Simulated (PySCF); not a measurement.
# WOBr3: forces at shaken geometries

Aim: move all atoms of relaxed WOBr3 at random and read energies and forces. It is a constructed species; whether it can be made isn't addressed.

Method: PBE, W def2-SVP with ECP60, O def2-SVP, Br def2-SVP; scalar-relativistic core potentials, no spin–orbit coupling; program: PySCF 2.14.0.

2 further runs of the same task are left out: 2 for a known fault of the program. Runs told in other sessions of the task aren't counted.

### Step 1. Starting geometry

5 atoms, charge 0, spin multiplicity 2.

Bond lengths: W1–O2 1.701 Å, W1–Br3 2.434 Å, W1–Br4 2.428 Å, W1–Br5 2.434 Å. Angles: O2–W1–Br3 107.0°, O2–W1–Br4 117.0°, O2–W1–Br5 107.0°, Br3–W1–Br4 113.0°, Br3–W1–Br5 97.9°, Br4–W1–Br5 113.0°.

Geometry (Å):

```xyz
5
charge 0, multiplicity 2
W     0.2585    0.0000    0.2556
O     1.5373    0.0000    1.3768
Br    0.6678    1.8359   -1.2886
Br   -1.9967    0.0000    1.1559
Br    0.6678   -1.8359   -1.2886
```

Formal oxidation states: W +5. An earlier session relaxed this geometry at PBE, W def2-SVP with ECP60, O def2-SVP, Br def2-SVP (doublet, point group Cs).

Its energy there is -7862.805902 Eh.

### Step 2. Atoms moved at random, σ = 0.15 Å

Input file run.py (the lines that set the calculation):

```python
mol = gto.M(atom='''
W      0.38964     0.05429     0.45606
O      1.37806    -0.15437     1.28928
Br     0.57206     1.81813    -1.27708
Br    -1.97592     0.03888     1.20289
Br     0.77081    -1.75694    -1.46006''',
    basis={'W': 'def2-SVP', 'O': 'def2-SVP', 'Br': 'def2-SVP'},
    ecp={'W': 'def2-SVP'},
    charge=0, spin=1)
mf = dft.UKS(mol, xc='PBE')
mf.grids.atom_grid = (50, 194)
mf = mf.density_fit()  # fitting sets: W def2-universal-JKFIT, O def2-universal-JKFIT, Br def2-universal-JKFIT
mf.conv_tol = 1e-08; mf.max_cycle = 55
mf.kernel(dm0)  # dm0: the density of the relaxed state
```

Command:

```bash
> OMP_NUM_THREADS=4 python run.py
```

Standard output:

```text
init E= -7862.63938718037
  HOMO = -0.225983450488  LUMO = -0.189695790218  gap/eV = 0.98744
cycle= 1 E= -7862.42316858392  delta_E= 0.216  |g|= 0.321  |ddm|= 1.12
  HOMO = -0.178030853792  LUMO = -0.145332373183  gap/eV = 0.88977
cycle= 2 E= -7862.25493835665  delta_E= 0.168  |g|= 0.735  |ddm|= 0.972
  HOMO = -0.186366384271  LUMO = -0.149143892334  gap/eV = 1.01288
cycle= 3 E= -7862.46310587703  delta_E= -0.208  |g|= 0.0996  |ddm|= 0.657
  HOMO = -0.205260385928  LUMO = -0.170673707079  gap/eV = 0.94115
cycle= 4 E= -7862.45844204834  delta_E= 0.00466  |g|= 0.128  |ddm|= 0.271
  HOMO = -0.198082617516  LUMO = -0.161664820246  gap/eV = 0.99098
cycle= 5 E= -7862.46875111673  delta_E= -0.0103  |g|= 0.013  |ddm|= 0.156
  HOMO = -0.197209480503  LUMO = -0.160675982976  gap/eV = 0.99413
cycle= 6 E= -7862.46881360441  delta_E= -6.25e-05  |g|= 0.00345  |ddm|= 0.015
  HOMO = -0.197328832963  LUMO = -0.160764296449  gap/eV = 0.99497
cycle= 7 E= -7862.46881887666  delta_E= -5.27e-06  |g|= 0.00122  |ddm|= 0.00596
  HOMO = -0.19731371015  LUMO = -0.160750945905  gap/eV = 0.99492
cycle= 8 E= -7862.46881977568  delta_E= -8.99e-07  |g|= 0.000445  |ddm|= 0.00281
  HOMO = -0.197339092939  LUMO = -0.160774743607  gap/eV = 0.99497
cycle= 9 E= -7862.46881995118  delta_E= -1.75e-07  |g|= 0.000163  |ddm|= 0.00167
  HOMO = -0.197329241324  LUMO = -0.160766296367  gap/eV = 0.99493
cycle= 10 E= -7862.46881997982  delta_E= -2.86e-08  |g|= 6.28e-05  |ddm|= 0.00084
  HOMO = -0.197330218399  LUMO = -0.160770252493  gap/eV = 0.99485
cycle= 11 E= -7862.46881998416  delta_E= -4.34e-09  |g|= 4.56e-05  |ddm|= 0.000457
  HOMO = -0.197332166229  LUMO = -0.160773745123  gap/eV = 0.99481
Extra cycle  E= -7862.46881997814  delta_E= 6.02e-09  |g|= 0.000106  |ddm|= 0.000295
converged SCF energy = -7862.46881997814  <S^2> = 0.7530652  2S+1 = 2.0030629
```

It took 5.3 s on 4 threads of Arm Neoverse V2, shared host.

Read off: E = -7862.468820 Eh (+9.172 eV from the relaxed state), HOMO -5.37 eV, LUMO -4.56 eV (over both spins), ⟨S²⟩ = 0.753, Mulliken charge on W1 +0.54 e, largest force component 48.086 eV/Å. 

```
atom       Fx      Fy  Fz (eV/Å)
  W1  -48.086   8.561    -42.007
  O2   47.461  -9.645     39.992
 Br3    0.479   0.299      0.240
 Br4    0.262  -0.116      0.429
 Br5   -0.116   0.902      1.346
```

### Step 3. Atoms moved at random, σ = 0.06 Å

Input file run.py (the lines that set the calculation):

```python
mol = gto.M(atom='''
W      0.17428     0.00741     0.26691
O      1.57585    -0.02059     1.34308
Br     0.69383     1.80966    -1.33686
Br    -1.98292    -0.02810     1.30880
Br     0.67361    -1.76837    -1.37085''',
    basis={'W': 'def2-SVP', 'O': 'def2-SVP', 'Br': 'def2-SVP'},
    ecp={'W': 'def2-SVP'},
    charge=0, spin=1)
mf = dft.UKS(mol, xc='PBE')
mf.grids.atom_grid = (50, 194)
mf = mf.density_fit()  # fitting sets: W def2-universal-JKFIT, O def2-universal-JKFIT, Br def2-universal-JKFIT
mf.conv_tol = 1e-08; mf.max_cycle = 55
mf.kernel(dm0)  # dm0: the density of the relaxed state
```

Command:

```bash
> OMP_NUM_THREADS=4 python run.py
```

Standard output:

```text
init E= -7862.74914815213
  HOMO = -0.21344065446  LUMO = -0.177480929815  gap/eV = 0.97851
cycle= 1 E= -7862.79136093972  delta_E= -0.0422  |g|= 0.123  |ddm|= 0.332
  HOMO = -0.178421389569  LUMO = -0.140941552662  gap/eV = 1.01988
cycle= 2 E= -7862.63314296071  delta_E= 0.158  |g|= 0.611  |ddm|= 0.603
  HOMO = -0.181697094795  LUMO = -0.144897305445  gap/eV = 1.00137
cycle= 3 E= -7862.78930809123  delta_E= -0.156  |g|= 0.139  |ddm|= 0.456
  HOMO = -0.194100043793  LUMO = -0.157424978006  gap/eV = 0.99798
cycle= 4 E= -7862.79886379579  delta_E= -0.00956  |g|= 0.0377  |ddm|= 0.158
  HOMO = -0.193397550872  LUMO = -0.156329463514  gap/eV = 1.00867
cycle= 5 E= -7862.79945876002  delta_E= -0.000595  |g|= 0.015  |ddm|= 0.0528
  HOMO = -0.193345247381  LUMO = -0.156308144926  gap/eV = 1.00783
cycle= 6 E= -7862.79958566672  delta_E= -0.000127  |g|= 0.00438  |ddm|= 0.0225
  HOMO = -0.193253124905  LUMO = -0.156164964481  gap/eV = 1.00922
cycle= 7 E= -7862.79959406589  delta_E= -8.4e-06  |g|= 0.000581  |ddm|= 0.00425
  HOMO = -0.193267182007  LUMO = -0.156163750542  gap/eV = 1.00964
cycle= 8 E= -7862.79959424576  delta_E= -1.8e-07  |g|= 0.000134  |ddm|= 0.000819
  HOMO = -0.193263969673  LUMO = -0.156146535831  gap/eV = 1.01002
cycle= 9 E= -7862.79959426268  delta_E= -1.69e-08  |g|= 6.7e-05  |ddm|= 0.000348
  HOMO = -0.193265465597  LUMO = -0.156145127279  gap/eV = 1.01010
cycle= 10 E= -7862.79959426527  delta_E= -2.59e-09  |g|= 2.87e-05  |ddm|= 0.0001
  HOMO = -0.193272857349  LUMO = -0.156151670083  gap/eV = 1.01012
Extra cycle  E= -7862.79959426083  delta_E= 4.45e-09  |g|= 0.000101  |ddm|= 0.000135
converged SCF energy = -7862.79959426083  <S^2> = 0.75531264  2S+1 = 2.0053056
```

Run time: 5 s. Hardware: 4 threads of Arm Neoverse V2, shared host.

Result: E = -7862.799594 Eh (+0.172 eV from the relaxed state), HOMO -5.26 eV, LUMO -4.55 eV (over both spins), ⟨S²⟩ = 0.755, Mulliken charge on W1 +0.71 e, largest force component 3.529 eV/Å. 

```
atom      Fx      Fy  Fz (eV/Å)
  W1   3.529  -0.073      0.976
  O2  -2.647   0.057     -1.724
 Br3  -0.273  -0.259      0.316
 Br4  -0.349   0.009      0.112
 Br5  -0.260   0.266      0.319
```

### Step 4. Atoms moved at random, σ = 0.06 Å

Input file run.py (the lines that set the calculation):

```python
mol = gto.M(atom='''
W      0.24650     0.01242     0.31623
O      1.55321     0.01088     1.41861
Br     0.71250     1.82918    -1.37385
Br    -2.01535    -0.05107     1.13169
Br     0.63779    -1.80142    -1.28158''',
    basis={'W': 'def2-SVP', 'O': 'def2-SVP', 'Br': 'def2-SVP'},
    ecp={'W': 'def2-SVP'},
    charge=0, spin=1)
mf = dft.UKS(mol, xc='PBE')
mf.grids.atom_grid = (50, 194)
mf = mf.density_fit()  # fitting sets: W def2-universal-JKFIT, O def2-universal-JKFIT, Br def2-universal-JKFIT
mf.conv_tol = 1e-08; mf.max_cycle = 55
mf.kernel(dm0)  # dm0: the density of the relaxed state
```

Command:

```bash
> OMP_NUM_THREADS=4 python run.py
```

Standard output:

```text
init E= -7862.7811289861
  HOMO = -0.20229465055  LUMO = -0.165178103804  gap/eV = 1.00999
cycle= 1 E= -7862.80135153608  delta_E= -0.0202  |g|= 0.0475  |ddm|= 0.211
  HOMO = -0.190065211632  LUMO = -0.157147452279  gap/eV = 0.89574
cycle= 2 E= -7862.79407010805  delta_E= 0.00728  |g|= 0.117  |ddm|= 0.27
  HOMO = -0.191941749502  LUMO = -0.156178574191  gap/eV = 0.97317
cycle= 3 E= -7862.80234504419  delta_E= -0.00827  |g|= 0.0436  |ddm|= 0.177
  HOMO = -0.194092633845  LUMO = -0.157997415179  gap/eV = 0.98220
cycle= 4 E= -7862.80307244811  delta_E= -0.000727  |g|= 0.0131  |ddm|= 0.0379
  HOMO = -0.193831078862  LUMO = -0.157695321528  gap/eV = 0.98330
cycle= 5 E= -7862.8031381733  delta_E= -6.57e-05  |g|= 0.00188  |ddm|= 0.0109
  HOMO = -0.194044984924  LUMO = -0.15791192486  gap/eV = 0.98323
cycle= 6 E= -7862.80313841198  delta_E= -2.39e-07  |g|= 0.00183  |ddm|= 0.00438
  HOMO = -0.193927727971  LUMO = -0.157743947167  gap/eV = 0.98461
cycle= 7 E= -7862.80314026306  delta_E= -1.85e-06  |g|= 0.000638  |ddm|= 0.00301
  HOMO = -0.193971936397  LUMO = -0.157781328064  gap/eV = 0.98480
cycle= 8 E= -7862.80314054114  delta_E= -2.78e-07  |g|= 0.000208  |ddm|= 0.00136
  HOMO = -0.193964583811  LUMO = -0.157774625985  gap/eV = 0.98478
cycle= 9 E= -7862.80314057203  delta_E= -3.09e-08  |g|= 9.2e-05  |ddm|= 0.000646
  HOMO = -0.193967527683  LUMO = -0.157770692452  gap/eV = 0.98497
cycle= 10 E= -7862.80314058213  delta_E= -1.01e-08  |g|= 2.69e-05  |ddm|= 0.000523
  HOMO = -0.193966366144  LUMO = -0.157768896698  gap/eV = 0.98498
cycle= 11 E= -7862.80314058299  delta_E= -8.6e-10  |g|= 9.58e-06  |ddm|= 0.00017
  HOMO = -0.193968824014  LUMO = -0.157771683057  gap/eV = 0.98497
Extra cycle  E= -7862.80314058277  delta_E= 2.18e-10  |g|= 2.3e-05  |ddm|= 6.15e-05
converged SCF energy = -7862.80314058277  <S^2> = 0.75474307  2S+1 = 2.0047375
```

Wall time 5.4 s (4 threads of Arm Neoverse V2, shared host).

Read off: E = -7862.803141 Eh (+0.075 eV from the relaxed state), HOMO -5.28 eV, LUMO -4.58 eV (over both spins), ⟨S²⟩ = 0.755, Mulliken charge on W1 +0.71 e, largest force component 0.954 eV/Å. 

```
atom      Fx      Fy  Fz (eV/Å)
  W1   0.953   0.548     -0.954
  O2  -0.496  -0.030     -0.219
 Br3  -0.226  -0.684      0.744
 Br4  -0.208   0.030      0.202
 Br5  -0.023   0.136      0.228
```

### Step 5. Results

| σ (Å) | energy rise (eV) | harmonic estimate −½ F·u (eV) | largest force component (eV/Å) |
| --- | --- | --- | --- |
| 0.15 | 9.172 | 12.015 | 48.09 |
| 0.06 | 0.172 | 0.172 | 3.53 |
| 0.06 | 0.075 | 0.072 | 0.95 |

Every displacement raises the energy. For a harmonic well the rise equals −½ F·u; the two differ by at most 31 % here (a move with σ = 0.15 Å), from anharmonicity, the grid and the small forces left at the relaxed point. The largest moves cost over 1 eV, far outside the harmonic range, so agreement there can come from errors that cancel between squeezed and stretched bonds. These are double-zeta-type bases without diffuse functions. Spin–orbit coupling is left out for this open shell, where it can reorder the states. Open shells may have lower solutions than the one found.
